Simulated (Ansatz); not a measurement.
**TaH+ (quartet): wave-function methods side by side, def2-TZVPP**

An exercise on one series of results from a longer session: the logs are not shown, and one member is left open.

Computed with Ansatz 0.2.0, Gaussian basis. Level: def2-TZVPP, core rule «outside noble gas», up to 4 orbitals frozen.

The runs, in order: UHF; CCSD(T) on ROHF; CCSD(T) on UHF; CCSDT(Q) on ROHF; CCSDT(Q) on UHF.

13 further runs of the same task are left out: 3 for a known fault of the program, 6 that didn't finish, 4 set aside as unsound or not needed. Runs told in other sessions of the task aren't counted.

### The geometry

The geometry is a PBE0/def2-TZVP stationary point (not a proven minimum) of the parent state, kept for this charge and spin. No spin-orbit coupling is included. Elements past krypton take def2 core potentials.

2 atoms, charge 1, spin multiplicity 4.

Atoms are counted from 1 here; the program's logs count them from 0.

Bond lengths: Ta1–H2 1.722 Å.

Set-up of the first run:

in.yaml

```yaml
crystal:
  periodic: [false, false, false]
  atoms:
    - {symbol: Ta, position_ang: [0.000000, 0.000000, 0.000000]}
    - {symbol: H, position_ang: [0.000000, 0.000000, 1.722200]}
basis:
  gaussian: {orbitals: def2-TZVPP}
total_charge: 1
magnetization: {spin_polarized: true, initial_magnetization: 3}
hamiltonian: {xc: hf}
output: {orbitals: {seedname: orbitals}}
```

Command:

```bash
$ ansatz run in.yaml --threads 1 --pin off --events-out ev --progress --plain --max-ram 2393MiB
```

Among the steps run: UHF; CCSD(T) on ROHF; CCSD(T) on UHF; CCSDT(Q) on ROHF; CCSDT(Q) on UHF.

One table of the session follows, with a row left open; its other results are not shown here.

| method | from RCCSDT(Q) (kcal/mol) |
| --- | --- |
| ROHF | +47.96 |
| UHF | +43.65 |
| RMP2 | +9.80 |
| UMP2 | +6.86 |
| RCCSD | +1.45 |
| UCCSD | -1.47 |
| RCCSD(T) | ? |
| UCCSD(T) | -2.61 |
| RCCSDT | +0.02 |
| UCCSDT | -2.88 |
| RCCSDT(Q) | 0 |
| UCCSDT(Q) | -2.90 |

Q: Estimate the row for RCCSD(T) from the others.

The run gave: from RCCSDT(Q) (kcal/mol): +0.29. In the column «from RCCSDT(Q) (kcal/mol)» it lies between RCCSDT (+0.02) and RCCSD (+1.45).

Caveats from the session: Restricted and unrestricted rows rest on different reference determinants; a gap between their highest levels can come from leftover correlation error, from unlike frozen cores or from another state.
